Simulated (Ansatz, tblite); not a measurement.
**The cluster Si₂₀AsH₂₈−: one state, many levels**

The task here is to estimate one member of a computed series from the others.

Program: Ansatz 0.2.0, Gaussian basis. Level of theory: as each input shows. These are calculated values, not measurements.

The runs, in order: GFN1-xTB, GFN2-xTB, PBE-D4/def2-SVP, r2SCAN-D4/def2-SVP, HSE06-D4/def2-SVP, BLYP-D4/def2-SVP, CAM-B3LYP-D4/def2-SVP, LC-ωPBE(0.10)/def2-SVP, LC-ωPBE(0.15)/def2-SVP, LC-ωPBE(0.20)/def2-SVP, LC-ωPBE(0.30)/def2-SVP, PBE0-D4/def2-TZVP, PBE-D4/def2-TZVP, HF/6-31G, B3LYP-D4/6-31G, MP2/def2-SVP, RPA/def2-SVP.

### The geometry

The geometry is that of the singlet, from an earlier relaxation (PBE-D4/def2-SVP).

49 atoms, charge -1, spin multiplicity 1.

Bond lengths: As1–Si14 2.409 Å, As1–H22 1.558 Å, As1–H23 1.541 Å, Si2–Si9 2.364 Å, Si2–Si15 2.367 Å, Si2–H24 1.501 Å, Si2–H25 1.526 Å, Si3–Si14 2.351 Å, Si3–Si16 2.358 Å, Si3–H26 1.515 Å, Si3–H27 1.517 Å, Si4–Si14 2.351 Å, Si4–Si17 2.352 Å, Si4–H28 1.514 Å, Si4–H29 1.515 Å, Si5–Si17 2.363 Å, Si5–Si18 2.368 Å, Si5–H30 1.538 Å and more. Angles: Si14–As1–H22 90.7°, Si14–As1–H23 92.8°, H22–As1–H23 90.3°, Si9–Si2–Si15 106.8°, Si9–Si2–H24 118.7°, Si9–Si2–H25 103.3°, Si15–Si2–H24 118.0°, Si15–Si2–H25 101.1°, H24–Si2–H25 106.6°, Si14–Si3–Si16 117.0°, Si14–Si3–H26 110.2°, Si14–Si3–H27 106.2°, Si16–Si3–H26 109.1°, Si16–Si3–H27 107.7°, H26–Si3–H27 105.9°, Si14–Si4–Si17 106.1°, Si14–Si4–H28 108.2°, Si14–Si4–H29 110.3° and more.

The ion is computed in the gas phase, without counter-ions or solvent.

PBE0-D4/def2-SVP was run before; its log isn't repeated, and its numbers join the tables.

The first run:

Tight binding, by tblite at 300 K electronic temperature and without a spin-polarisation term:

```python
tblite.interface.Calculator('GFN1-xTB', numbers, positions, charge=-1, uhf=0).singlepoint()
```

Tight binding, by tblite at 300 K electronic temperature and without a spin-polarisation term:

```python
tblite.interface.Calculator('GFN2-xTB', numbers, positions, charge=-1, uhf=0).singlepoint()
```

start.molden holds the orbitals of an earlier run on this state, given as this run's starting guess.

File in.yaml:

```yaml
crystal:
  periodic: [false, false, false]
  atoms:
    - {symbol: As, position_ang: [-4.092851, -1.800894, -1.064416]}
    - {symbol: Si, position_ang: [-2.762714, 2.384376, -0.461632]}
    - {symbol: Si, position_ang: [-1.672511, -0.503525, -3.887891]}
    - {symbol: Si, position_ang: [-0.740009, -3.655465, -1.918464]}
    - {symbol: Si, position_ang: [-1.172521, -0.661566, 0.440068]}
    - {symbol: Si, position_ang: [1.783476, -3.610226, 0.889085]}
    - {symbol: Si, position_ang: [1.643025, -0.821221, -1.762447]}
    - {symbol: Si, position_ang: [1.565013, -0.906783, 3.519310]}
    - {symbol: Si, position_ang: [-0.749111, 2.480618, -1.695599]}
    - {symbol: Si, position_ang: [-0.584092, 4.738715, 1.224168]}
    - {symbol: Si, position_ang: [1.848865, 1.799496, 1.026241]}
    - {symbol: Si, position_ang: [-1.230006, 1.677456, 3.244124]}
    - {symbol: Si, position_ang: [4.447598, -0.928626, 0.895649]}
    - {symbol: Si, position_ang: [-2.525575, -2.401202, -2.792356]}
    - {symbol: Si, position_ang: [-2.262756, 3.150866, 1.721731]}
    - {symbol: Si, position_ang: [0.117048, 0.623127, -2.844278]}
    - {symbol: Si, position_ang: [0.368845, -2.243548, -0.399261]}
    - {symbol: Si, position_ang: [0.273680, 0.361096, 2.012286]}
    - {symbol: Si, position_ang: [3.077929, -2.239402, 2.296212]}
    - {symbol: Si, position_ang: [3.116054, 0.473319, -0.450158]}
    - {symbol: Si, position_ang: [0.795866, 3.486688, -0.219521]}
    - {symbol: H, position_ang: [-5.111441, -2.852832, -1.595761]}
    - {symbol: H, position_ang: [-3.521486, -2.839992, -0.080810]}
    - {symbol: H, position_ang: [-3.634128, 1.169881, -0.599148]}
    - {symbol: H, position_ang: [-3.565978, 3.560410, -1.008679]}
    - {symbol: H, position_ang: [-2.786206, 0.485329, -4.165413]}
    - {symbol: H, position_ang: [-1.189403, -0.978570, -5.245404]}
    - {symbol: H, position_ang: [-1.312469, -4.879045, -1.234404]}
    - {symbol: H, position_ang: [0.145525, -4.160384, -3.039353]}
    - {symbol: H, position_ang: [-1.866747, -1.519657, 1.511198]}
    - {symbol: H, position_ang: [0.954818, -4.547803, 1.740028]}
    - {symbol: H, position_ang: [2.695117, -4.485028, 0.051555]}
    - {symbol: H, position_ang: [2.450656, -1.512934, -2.842419]}
    - {symbol: H, position_ang: [0.692219, -1.837387, 4.333666]}
    - {symbol: H, position_ang: [2.330409, -0.053410, 4.510863]}
    - {symbol: H, position_ang: [-0.984352, 3.516951, -2.783895]}
    - {symbol: H, position_ang: [-1.145657, 5.956731, 0.524849]}
    - {symbol: H, position_ang: [0.140708, 5.221856, 2.459008]}
    - {symbol: H, position_ang: [2.774954, 2.421466, 2.051612]}
    - {symbol: H, position_ang: [-2.267179, 0.791648, 3.898559]}
    - {symbol: H, position_ang: [-0.617985, 2.518566, 4.345830]}
    - {symbol: H, position_ang: [5.311539, -1.843052, 0.053279]}
    - {symbol: H, position_ang: [5.394136, -0.084917, 1.722667]}
    - {symbol: H, position_ang: [-3.281002, -3.189119, -3.845860]}
    - {symbol: H, position_ang: [-3.475292, 3.828299, 2.326430]}
    - {symbol: H, position_ang: [0.888027, 1.271887, -3.984686]}
    - {symbol: H, position_ang: [3.969110, -3.056535, 3.212258]}
    - {symbol: H, position_ang: [4.013534, 1.326151, -1.324498]}
    - {symbol: H, position_ang: [1.812920, 4.327792, -0.959725]}
basis:
  gaussian: {orbitals: def2-SVP, fitting: {mean_field: def2-universal-jkfit}, initial_orbitals: start.molden}
total_charge: -1
hamiltonian: {xc: pbe, dispersion: d4}
scf: {omitted_lower_state_checks: [starts]}
output: {forces: true, orbitals: {seedname: orbitals}}
```

Command:

```bash
$ ansatz run in.yaml --threads 2 --pin off --events-out ev --progress --plain --max-ram 20480MiB --backend cuda --devices 0, --max-vram 18GiB
```

Steps of the session up to this table: PBE-D4/def2-SVP; r2SCAN-D4/def2-SVP; HSE06-D4/def2-SVP; BLYP-D4/def2-SVP; CAM-B3LYP-D4/def2-SVP; LC-ωPBE(0.10)/def2-SVP; LC-ωPBE(0.15)/def2-SVP; LC-ωPBE(0.20)/def2-SVP; LC-ωPBE(0.30)/def2-SVP; PBE0-D4/def2-TZVP; PBE-D4/def2-TZVP; HF/6-31G; B3LYP-D4/6-31G; MP2/def2-SVP; RPA/def2-SVP.

One table of the session follows, with a row left open; its other results are not shown here.

| level | HOMO (eV) | LUMO (eV) | gap (eV) |
| --- | --- | --- | --- |
| HF/6-31G | -4.32 | 4.48 | 8.79 |
| PBE-D4/def2-SVP | -1.92 | 0.60 | 2.52 |
| PBE-D4/def2-TZVP | ? | ? | ? |
| BLYP-D4/def2-SVP | -1.71 | 0.90 | 2.61 |
| r2SCAN-D4/def2-SVP | -2.08 | 0.69 | 2.76 |
| B3LYP-D4/6-31G | -2.22 | 1.71 | 3.93 |
| PBE0-D4/def2-SVP | -2.71 | 1.25 | 3.95 |
| PBE0-D4/def2-TZVP | -2.77 | 1.10 | 3.88 |
| HSE06-D4/def2-SVP | -2.35 | 0.89 | 3.24 |
| CAM-B3LYP-D4/def2-SVP | -3.64 | 2.41 | 6.05 |
| LC-ωPBE(0.10)/def2-SVP | -3.23 | 1.92 | 5.15 |
| LC-ωPBE(0.15)/def2-SVP | -3.66 | 2.34 | 6.00 |
| LC-ωPBE(0.20)/def2-SVP | -3.99 | 2.63 | 6.62 |
| LC-ωPBE(0.30)/def2-SVP | -4.46 | 2.99 | 7.44 |

Q: Estimate the row for PBE-D4/def2-TZVP from the others.

The run gave: HOMO (eV): -2.04; LUMO (eV): 0.41; gap (eV): 2.45. In the column «HOMO (eV)» it lies between r2SCAN-D4/def2-SVP (-2.08) and PBE-D4/def2-SVP (-1.92).
